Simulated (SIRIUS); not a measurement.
# NiMoIrPdW (P3m1) in SIRIUS: convergence with gk cutoff, part 4 of 4

SIRIUS 7.12.0. Earlier steps stand in the parts before.

### 7 With gk cutoff 4.36 1/bohr

Contents of sirius.json:

```json
{
  "control": {
    "processing_unit": "cpu",
    "std_evp_solver_name": "lapack",
    "gen_evp_solver_name": "lapack",
    "verbosity": 2,
    "print_forces": true,
    "ortho_rf": true,
    "use_second_variation": true,
    "rmt_max": 3.0,
    "num_bands_to_print": 24,
    "save_wf": true
  },
  "parameters": {
    "electronic_structure_method": "full_potential_lapwlo",
    "xc_functionals": ["XC_GGA_X_PBE_SOL", "XC_GGA_C_PBE_SOL"],
    "core_relativity": "dirac",
    "valence_relativity": "iora",
    "num_fv_states": 85,
    "smearing": "fermi_dirac",
    "smearing_width": 0.0018374661,
    "pw_cutoff": 23,
    "gk_cutoff": 4.36,
    "lmax_apw": 12,
    "lmax_rho": 8,
    "lmax_pot": 8,
    "num_mag_dims": 1,
    "auto_rmt": 0,
    "ngridk": [2, 2, 2],
    "shiftk": [0, 0, 0],
    "num_dft_iter": 80,
    "energy_tol": 1e-07,
    "density_tol": 1e-05,
    "use_symmetry": true
  },
  "settings": {"tol_ne": 1e-10},
  "iterative_solver": {"type": "exact"},
  "mixer": {"type": "anderson", "beta": 0.4, "max_history": 8},
  "unit_cell": {
    "lattice_vectors": [[7.836127321, 0.0, 0.0], [-3.9180636605, 6.7862899724, -0.0], [0.0, -0.0, 10.2353047115]],
    "atom_types": ["Ir", "Mo", "Ni", "Pd", "W"],
    "atom_files": {"Ir": "Ir.json", "Mo": "Mo.json", "Ni": "Ni.json", "Pd": "Pd.json", "W": "W.json"},
    "atoms": {
      "Ir": [[0.33333, 0.66667, 0.25641, 0.0, 0.0, 0.6]],
      "Mo": [[0.66667, 0.33333, 0.45996, 0.0, 0.0, 1.0]],
      "Ni": [[0.0, 0.0, 0.02221, 0.0, 0.0, 1.0]],
      "Pd": [[0.33333, 0.66667, 0.74601, 0.0, 0.0, 0.0]],
      "W": [[0.66667, 0.33333, 0.99985, 0.0, 0.0, 0.0]]
    }
  }
}
```

Ir.json is that of step 6.

Mo.json is that of step 6.

Ni.json is that of step 6.

Pd.json is that of step 6.

W.json is that of step 6.

Contents of sirius_start.json:

```json
{
  "control": {
    "processing_unit": "cpu",
    "std_evp_solver_name": "lapack",
    "gen_evp_solver_name": "lapack",
    "verbosity": 1,
    "print_forces": false,
    "ortho_rf": true,
    "use_second_variation": true,
    "rmt_max": 3.0,
    "num_bands_to_print": 24,
    "save_wf": false
  },
  "parameters": {
    "electronic_structure_method": "full_potential_lapwlo",
    "xc_functionals": ["XC_LDA_X", "XC_LDA_C_PW"],
    "core_relativity": "dirac",
    "valence_relativity": "iora",
    "num_fv_states": 85,
    "smearing": "fermi_dirac",
    "smearing_width": 0.0055123983,
    "pw_cutoff": 23,
    "gk_cutoff": 3.32,
    "lmax_apw": 12,
    "lmax_rho": 8,
    "lmax_pot": 8,
    "num_mag_dims": 1,
    "auto_rmt": 0,
    "ngridk": [1, 1, 1],
    "shiftk": [0, 0, 0],
    "num_dft_iter": 30,
    "energy_tol": 0.01,
    "density_tol": 0.05,
    "use_symmetry": true
  },
  "settings": {"tol_ne": 1e-10},
  "iterative_solver": {"type": "exact"},
  "mixer": {"type": "anderson", "beta": 0.4, "max_history": 8},
  "unit_cell": {
    "lattice_vectors": [[7.836127321, 0.0, 0.0], [-3.9180636605, 6.7862899724, -0.0], [0.0, -0.0, 10.2353047115]],
    "atom_types": ["Ir", "Mo", "Ni", "Pd", "W"],
    "atom_files": {"Ir": "Ir.json", "Mo": "Mo.json", "Ni": "Ni.json", "Pd": "Pd.json", "W": "W.json"},
    "atoms": {
      "Ir": [[0.33333, 0.66667, 0.25641, 0.0, 0.0, 0.6]],
      "Mo": [[0.66667, 0.33333, 0.45996, 0.0, 0.0, 1.0]],
      "Ni": [[0.0, 0.0, 0.02221, 0.0, 0.0, 1.0]],
      "Pd": [[0.33333, 0.66667, 0.74601, 0.0, 0.0, 0.0]],
      "W": [[0.66667, 0.33333, 0.99985, 0.0, 0.0, 0.0]]
    }
  }
}
```

Command:

```bash
$ OMP_NUM_THREADS=2 sirius.scf --input=sirius_start.json --output=start.json
$ OMP_NUM_THREADS=2 sirius.scf --input=sirius.json --output=output.json --task=1
```

Run time: 11 min. Hardware: 2 threads of Arm Neoverse V2, shared host; peak memory 1.6 GiB.

It converged, with:

* Free energy: -1214337.0729 eV
* Largest force: 1.838 eV/Å
* Band gap on the k mesh: none (metal or under the smearing width)
* Net moment: 0.00 μB per cell
* All electrons inside the program's atomic spheres: Ni 26.77; Mo 39.40; Pd 44.15; Ir 74.89; W 71.48 (radii Ir 2.34, Mo 2.25, Ni 2.12, Pd 2.25, W 2.34 bohr)

### 8 With gk cutoff 4.77 1/bohr

sirius.json: that of step 7 with these lines changed.

```diff
@@ -21,5 +21,5 @@
     "smearing_width": 0.0018374661,
-    "pw_cutoff": 23,
-    "gk_cutoff": 4.36,
-    "lmax_apw": 12,
+    "pw_cutoff": 25,
+    "gk_cutoff": 4.77,
+    "lmax_apw": 13,
     "lmax_rho": 8,
```

Ir.json is that of step 7.

Mo.json is that of step 7.

Ni.json is that of step 7.

Pd.json is that of step 7.

W.json is that of step 7.

sirius_start.json: that of step 7 with these lines changed.

```diff
@@ -21,5 +21,5 @@
     "smearing_width": 0.0055123983,
-    "pw_cutoff": 23,
+    "pw_cutoff": 25,
     "gk_cutoff": 3.32,
-    "lmax_apw": 12,
+    "lmax_apw": 13,
     "lmax_rho": 8,
```

Command:

```bash
$ OMP_NUM_THREADS=2 sirius.scf --input=sirius_start.json --output=start.json
$ OMP_NUM_THREADS=2 sirius.scf --input=sirius.json --output=output.json --task=1
```

Wall time 17 min (2 threads of Arm Neoverse V2, shared host); peak memory 1.9 GiB.

Results (log left out):

- Free energy: -1214337.0986 eV
- Largest force: 1.843 eV/Å
- Band gap on the k mesh: none (metal or under the smearing width)
- Net moment: 0.00 μB per cell
- All electrons inside the program's atomic spheres: Ni 26.77; Mo 39.40; Pd 44.15; Ir 74.89; W 71.48 (radii Ir 2.34, Mo 2.25, Ni 2.12, Pd 2.25, W 2.34 bohr)

### 9 The series at a glance

| gk cutoff | energy less the tightest run, at zero smearing (meV/atom) | largest force (eV/Å) | SCF cycles | CPU time (s) | peak memory (GiB) |
| --- | --- | --- | --- | --- | --- |
| 2.28 1/bohr | 4565.23 | 2.543 | 21 | 400 | 1 |
| 2.7 1/bohr | 1616.50 | 1.759 | 22 | 540 | 1 |
| 3.11 1/bohr | 411.56 | 1.757 | 23 | 540 | 1.1 |
| 3.53 1/bohr | 110.64 | 1.813 | 24 | 620 | 1.1 |
| 3.94 1/bohr | 27.08 | 1.831 | 24 | 800 | 1.2 |
| 4.36 1/bohr | 5.15 | 1.838 | 23 | 990 | 1.6 |
| 4.77 1/bohr | 0.00 | 1.843 | 24 | 1500 | 1.9 |

Not settled before the last step: the energy (to 1 meV/atom), the largest force (to 0.005 eV/Å). The tightest run that finished is the yardstick and may itself not be fully converged.

Caveats: all runs use coarse meshes; forces of over 1 eV/Å show positions far from the minimum, so gaps and moduli don't describe the material at rest.
